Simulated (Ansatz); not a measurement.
**HfMoC2 in Ansatz: the effect of functional**

HfMoC2:

```
CELL_PARAMETERS angstrom
3.25402 0.00000 0.00000
0.00000 3.25402 0.00000
0.00000 0.00000 4.57313
ATOMIC_POSITIONS crystal
Hf 0.00000 0.00000 0.00000
Mo 0.50000 0.50000 0.50000
C 0.50000 0.50000 0.00000
C 0.00000 0.00000 0.50000
```

The cell comes from a database or a generator and needn't be the stable form of this composition.

The cell isn't the ideal one: volume scaled by 1.06.

Alike in all runs:

```yaml
Program: Ansatz 0.2.0
Task: single point
Potentials_or_basis: Ansatz PAW
k_mesh: 8 × 8 × 6
Occupations: fermi-dirac, width 0.05 eV
Spin: no spin polarisation
```

| functional | cutoff | pressure (GPa) |
| --- | --- | --- |
| LDA | 420 eV (not typed: the program's choice for these potentials) | ? |
| r2SCAN | 500 eV (not typed: the program's choice for these potentials) | -17.3 |
| PBE | 420 eV (not typed: the program's choice for these potentials) | -15.3 |

What does the run with functional LDA give?

Pressure -27.2 GPa.

Caveats: the PAW data sets come from PBE, with cores solved anew for the run's functional, which leaves a small shift of forces and pressure (some runs).
